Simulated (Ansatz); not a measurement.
A nudged elastic band was laid between two geometries of a periodic cell of 63 atoms, Si62C (host Si, host structure diamond, dopant C, one Si atom removed).

These are results of Ansatz 0.2.0, DFT PBE-D3(BJ), scalar-relativistic, plane waves, PAW, not measurements. Settings: PAW set soft_1, cutoff 420 eV, k mesh 1x1x1, gaussian smearing 0.02 eV, no spin polarisation.

```yaml
movable_images: 5
climbing_image: yes
spring: 5.0 eV/Å²
optimiser: fire
start_path: IDPP
force_threshold: 0.03 eV/Å
iteration_limit: 80
end_points: relaxed
```

Initial state:

```xyz
63
Lattice="10.8600 0.0000 0.0000 0.0000 10.8600 0.0000 0.0000 0.0000 10.8600" Properties=species:S:1:pos:R:3
Si 5.437 -0.001 0.007
Si 6.773 1.369 1.373
Si 8.146 2.725 0.001
Si 9.501 4.145 1.287
Si 8.139 -0.002 2.709
Si 9.494 1.371 4.080
Si -0.103 -0.098 -0.004
Si 1.308 1.307 1.321
Si 2.707 2.729 0.015
Si 4.128 4.127 1.321
Si 5.534 5.539 -0.005
Si 6.920 7.085 1.227
C 7.762 8.534 0.384
Si 9.211 9.376 1.226
Si 2.697 0.003 2.713
Si 4.072 1.364 4.074
Si 5.434 2.738 2.712
Si 6.825 4.127 4.017
Si 8.151 5.540 2.613
Si 9.503 6.793 4.066
Si 5.434 0.002 5.450
Si 6.825 1.307 6.837
Si 8.130 2.728 5.439
Si 9.561 4.067 6.778
Si 8.151 -0.097 8.250
Si 9.503 1.355 9.504
Si -0.033 5.470 -0.185
Si 1.292 6.795 1.287
Si 2.711 8.151 0.001
Si 4.067 9.524 1.374
Si 0.004 2.719 2.666
Si 1.379 4.056 4.019
Si 2.717 5.432 2.666
Si 4.065 6.802 4.080
Si 5.437 8.157 2.710
Si 6.773 9.523 4.079
Si 0.005 -0.045 5.429
Si 1.379 1.308 6.767
Si 2.723 2.713 5.423
Si 4.127 4.057 6.768
Si 5.480 5.431 5.429
Si 6.859 6.794 6.855
Si 8.145 8.151 5.435
Si 9.501 9.437 6.855
Si 2.717 -0.044 8.142
Si 4.065 1.370 9.512
Si 5.480 2.719 8.142
Si 6.859 4.144 9.505
Si 8.331 5.469 8.179
Si -0.103 8.144 2.613
Si 1.309 9.471 4.018
Si 0.027 5.408 5.372
Si 1.369 6.735 6.777
Si 2.706 8.165 5.439
Si 4.129 9.471 6.837
Si 0.027 2.662 8.119
Si 1.369 4.067 9.445
Si 2.774 5.410 8.120
Si 4.081 6.793 9.504
Si 5.533 8.145 8.250
Si 6.920 9.376 9.795
Si -0.035 7.964 8.180
Si 1.292 9.437 9.505
```

Final state:

Only the atoms that move by more than 0.05 Å are listed.
```
Si1 5.420 0.010 0.056
Si5 8.089 0.010 2.725
Si8 1.309 1.357 1.360
Si10 4.073 4.121 1.360
Si11 5.499 5.499 -0.003
Si12 6.821 6.969 1.324
C13 9.891 6.399 -1.746
Si14 9.321 9.469 1.324
Si18 6.785 4.121 4.072
Si19 8.148 5.499 2.646
Si22 6.785 1.357 6.836
Si24 9.512 4.077 6.792
Si27 -0.128 5.558 -0.293
Si30 4.016 9.527 1.382
Si31 -0.036 2.769 2.664
Si33 2.661 5.466 2.664
Si36 6.763 9.527 4.129
Si37 -0.036 -0.051 5.484
Si41 5.481 5.466 5.484
Si44 9.499 9.397 6.888
Si45 2.661 -0.051 8.181
Si47 5.481 2.769 8.181
Si49 8.438 5.558 8.273
Si51 1.309 9.505 4.072
Si52 0.018 5.412 5.421
Si55 4.073 9.505 6.836
Si57 1.353 4.077 9.493
Si58 2.724 5.412 8.127
Si61 6.821 9.469 9.684
Si62 -0.128 7.852 8.273
Si63 1.257 9.397 9.506
```

Problem. Which bonds break or form, and what moves?

Solution. The atom that moves furthest is C13, by 3.69 Å; four of its nearest neighbours are Si14 1.88, Si61 1.88, Si12 1.88, Si5 3.31 Å at the first end and Si27 1.88, Si62 1.88, Si49 1.88, Si53 3.31 Å at the last.

Problem. Give the energies along the band, and the barrier.

Solution. It converged. The highest image is number 3 of 0 to 6, 2.83 eV above the ends, which have the same energy within 2 meV. Neighbouring images differ by up to 1.4 eV, so the band resolves the path poorly. By the program's own check the climbing image is a first-order saddle point (lowest curvatures found: -2.65 and 1.20 eV/Å²). Limits of this set-up: coarse k mesh, no spin, though dangling bonds at a vacancy may carry it, a typed lattice constant that wasn't relaxed here.

```csv
image,path coordinate (Å),energy (eV),Si12–C13 (Å),C13–Si14 (Å),C13–Si61 (Å)
0,0.00,0.00,1.88,1.88,1.88
1,1.20,1.42,1.86,2.37,1.87
2,2.40,1.65,1.91,3.59,1.90
3,3.60,2.83,2.58,3.64,1.93
4,4.80,1.65,3.83,4.00,1.91
5,6.00,1.42,3.91,3.99,3.26
6,7.20,0.00,4.38,4.38,4.38
```

Problem. What is the geometry of the highest image?

Solution. 
```xyz
63
Lattice="10.8600 0.0000 0.0000 0.0000 10.8600 0.0000 0.0000 0.0000 10.8600" Properties=species:S:1:pos:R:3
Si 5.699 -0.251 -0.077
Si 6.844 1.317 1.317
Si 8.165 2.746 -0.020
Si 9.584 4.171 1.235
Si 8.179 0.055 2.817
Si 9.537 1.450 4.177
Si -0.120 -0.094 0.079
Si 1.344 1.329 1.369
Si 2.821 2.627 0.033
Si 4.115 4.121 1.386
Si 5.503 5.539 0.036
Si 7.193 7.075 1.018
C 8.153 7.468 -1.350
Si 9.368 9.405 1.476
Si 2.759 -0.012 2.693
Si 4.079 1.383 4.056
Si 5.469 2.684 2.666
Si 6.861 4.097 3.952
Si 8.221 5.529 2.579
Si 9.528 6.774 4.106
Si 5.397 0.017 5.439
Si 6.802 1.388 6.779
Si 8.186 2.871 5.536
Si 9.427 4.328 7.055
Si 8.171 -0.050 8.098
Si 9.485 1.330 9.521
Si 0.120 5.533 -0.137
Si 1.385 6.811 1.361
Si 2.751 8.162 0.024
Si 4.173 9.514 1.343
Si 0.013 2.747 2.699
Si 1.337 4.089 4.115
Si 2.707 5.430 2.743
Si 4.109 6.809 4.030
Si 5.583 8.121 2.618
Si 6.791 9.528 4.105
Si 0.030 -0.045 5.471
Si 1.310 1.392 6.825
Si 2.700 2.693 5.435
Si 4.084 4.059 6.752
Si 5.427 5.355 5.315
Si 6.661 6.785 6.682
Si 8.141 8.125 5.439
Si 9.541 9.396 6.860
Si 2.597 -0.021 8.217
Si 4.179 1.205 9.542
Si 5.423 2.688 8.157
Si 6.742 4.125 9.527
Si 7.937 5.881 8.432
Si 0.005 8.126 2.741
Si 1.387 9.506 4.062
Si -0.013 5.423 5.529
Si 1.262 6.815 6.939
Si 2.674 8.128 5.465
Si 3.959 9.581 6.783
Si -0.039 2.759 8.199
Si 1.461 4.022 9.534
Si 2.750 5.408 8.146
Si 4.083 6.811 9.497
Si 5.327 8.151 8.017
Si 7.076 9.055 9.294
Si -0.338 7.859 8.551
Si 1.223 9.407 9.577
```

The band took 56 iterations and of the order of 80 core-minutes.

Run time: 31 min on 4 threads of Arm Neoverse V2 (shared host), peak memory 3.8 GiB.
